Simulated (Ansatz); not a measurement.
The system is MnS.

```xyz
2
Lattice="0.0000 2.6045 2.6045 2.6045 0.0000 2.6045 2.6045 2.6045 0.0000" Properties=species:S:1:pos:R:3 pbc="T T T"
Mn    0.0000    0.0000    0.0000
S     2.6045    2.6045    2.6045
```

```yaml
Program: Ansatz 0.2.0
Task: relaxation of cell and atoms
Functional: revPBE
Dispersion: D4
Potentials_or_basis: all-electron LAPW, scalar-relativistic
Basis_error_allowed: 0.001 eV/atom
k_mesh: 7 × 7 × 7
Occupations: fermi-dirac, width 0.05 eV
Spin: collinear spin, ferromagnetic start
Starting_moments: "[4.0, 0.0] μB"
```

At the start: volume 17.67 Å³/atom.

Task: Where does the relaxation end?

Result: Over 5 steps the energy falls by 50.0 meV/atom and the volume is 15.44 Å³/atom (-12.6 %); space group Fm-3m (No. 225, to 0.05 Å); moment 4.37 μB per cell.

The path:
| step | energy change (eV) | largest force (eV/Å) | volume (Å³) |
| --- | --- | --- | --- |
| 1 | 0.0000 | 0.0000 | 35.33 |
| 2 | -0.0858 | 0.0000 | 32.62 |
| 3 | -0.0999 | 0.0000 | 31.06 |
| 4 | -0.1001 | 0.0000 | 30.89 |
| 5 | -0.1001 | 0.0000 | 30.89 |

Final structure:
```yaml
crystal:
  lattice:
    - [0.00000, 2.49025, 2.49025]
    - [2.49025, 0.00000, 2.49025]
    - [2.49025, 2.49025, 0.00000]
  atoms:
    - { symbol: Mn, position: [0.00000, 0.00000, 0.00000] }
    - { symbol: S, position: [0.50000, 0.50000, 0.50000] }
```

Caveat: the k mesh is thin for a metal, which can move the energy by tens of meV per atom; a cell with one magnetic atom can't hold antiferromagnetic order, which such compounds often take.
